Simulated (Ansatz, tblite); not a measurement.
**(BeO)6 prism (Be₆O₆): charged states by level of theory**

One table from this session's results is given with a row withheld; the runs are named, their logs left out.

Computed with Ansatz 0.2.0, Gaussian basis. Level: as each input shows.

Levels to be run: charge +1 doublet, at the geometry of the singlet (PBE0-D4/def2-TZVP, PBE-D4/def2-TZVP, r2SCAN0-D4/def2-TZVP, CCSD(T)/def2-SVP); the starting singlet's energies come from earlier runs.

2 further runs of the same task are left out: 2 set aside as unsound or not needed.

## The geometry

The singlet was relaxed beforehand with PBE-D4/def2-SVP.

12 atoms, charge 0, spin multiplicity 1.

Atoms are counted from 1 here; the program's logs count them from 0.

Bond lengths: Be1–O2 1.575 Å, Be1–O6 1.575 Å, Be1–O8 1.700 Å, O2–Be3 1.575 Å, O2–Be9 1.699 Å, Be3–O4 1.575 Å, Be3–O10 1.700 Å, O4–Be5 1.575 Å, O4–Be11 1.700 Å, Be5–O6 1.575 Å, Be5–O12 1.699 Å, O6–Be7 1.700 Å, Be7–O8 1.575 Å, Be7–O12 1.575 Å, O8–Be9 1.575 Å, Be9–O10 1.575 Å, O10–Be11 1.575 Å, Be11–O12 1.575 Å. Angles: O2–Be1–O6 130.0°, O2–Be1–O8 98.8°, O6–Be1–O8 98.8°, Be1–O2–Be3 107.5°, Be1–O2–Be9 80.1°, Be3–O2–Be9 80.1°, O2–Be3–O4 130.1°, O2–Be3–O10 98.8°, O4–Be3–O10 98.8°, Be3–O4–Be5 107.4°, Be3–O4–Be11 80.1°, Be5–O4–Be11 80.1°, O4–Be5–O6 130.1°, O4–Be5–O12 98.8°, O6–Be5–O12 98.8°, Be1–O6–Be5 107.4°, Be1–O6–Be7 80.1°, Be5–O6–Be7 80.1° and more.

As a file:

```mol
Be6O6
  3D, bonds by distance, orders not assigned

 12 18  0  0  0  0  0  0  0  0999 V2000
   -1.0969   -1.1890   -0.3284 Be  0  0
   -0.5357   -1.4265    1.1242 O   0  0
    0.8650   -0.7113    1.2125 Be  0  0
    1.8686   -0.3030    0.0693 O   0  0
    1.0405   -0.1898   -1.2659 Be  0  0
   -0.3379   -0.8402   -1.6637 O   0  0
   -0.8651    0.7113   -1.2125 Be  0  0
   -1.8687    0.3029   -0.0694 O   0  0
   -1.0406    0.1899    1.2658 Be  0  0
    0.3379    0.8402    1.6637 O   0  0
    1.0970    1.1890    0.3285 Be  0  0
    0.5356    1.4265   -1.1241 O   0  0
  1  2  8  0
  1  6  8  0
  1  8  8  0
  2  3  8  0
  2  9  8  0
  3  4  8  0
  3 10  8  0
  4  5  8  0
  4 11  8  0
  5  6  8  0
  5 12  8  0
  6  7  8  0
  7  8  8  0
  7 12  8  0
  8  9  8  0
  9 10  8  0
 10 11  8  0
 11 12  8  0
M  END
```

The first run:

Contents of in.yaml:

```yaml
crystal:
  periodic: [false, false, false]
  atoms:
    - {symbol: Be, position_ang: [-1.096903, -1.189007, -0.328427]}
    - {symbol: O, position_ang: [-0.535665, -1.426517, 1.124156]}
    - {symbol: Be, position_ang: [0.865016, -0.711286, 1.212494]}
    - {symbol: O, position_ang: [1.868643, -0.302955, 0.069320]}
    - {symbol: Be, position_ang: [1.040536, -0.189799, -1.265907]}
    - {symbol: O, position_ang: [-0.337860, -0.840163, -1.663699]}
    - {symbol: Be, position_ang: [-0.865078, 0.711271, -1.212462]}
    - {symbol: O, position_ang: [-1.868691, 0.302872, -0.069360]}
    - {symbol: Be, position_ang: [-1.040565, 0.189889, 1.265840]}
    - {symbol: O, position_ang: [0.337893, 0.840187, 1.663661]}
    - {symbol: Be, position_ang: [1.097023, 1.188962, 0.328456]}
    - {symbol: O, position_ang: [0.535641, 1.426544, -1.124082]}
basis:
  gaussian: {orbitals: def2-TZVP}
total_charge: 1
magnetization: {spin_polarized: true, initial_magnetization: 1}
hamiltonian: {xc: pbe0, dispersion: d4}
scf: {omitted_lower_state_checks: [starts]}
output: {orbitals: {seedname: orbitals}}
```

Command:

```
$ ansatz run in.yaml --threads 4 --pin off --events-out ev --progress --plain --max-ram 4787MiB
```

Steps of the session up to this table: Charge +1 doublet at the fixed geometry, PBE0-D4/def2-TZVP; Charge +1 doublet at the fixed geometry, PBE-D4/def2-TZVP; Charge +1 doublet at the fixed geometry, r2SCAN0-D4/def2-TZVP; Charge +1 doublet at the fixed geometry, CCSD(T)/def2-SVP.

One table of the session follows, with a row left open; its other results are not shown here.

It belongs to the step «Vertical ionisation energy». 

| method | vertical ionisation energy (eV) |
| --- | --- |
| HF/def2-SVP | 10.63 |
| PBE-D4/def2-TZVP | 9.67 |
| PBE0-D4/def2-TZVP | 10.34 |
| r2SCAN0-D4/def2-TZVP | 10.48 |
| MP2/def2-SVP | ? |
| CCSD/def2-SVP | 11.21 |
| CCSD(T)/def2-SVP | 11.08 |

Estimate the missing values for MP2/def2-SVP.

**Answer.** vertical ionisation energy (eV): 11.72. In the column «vertical ionisation energy (eV)» it is the highest.
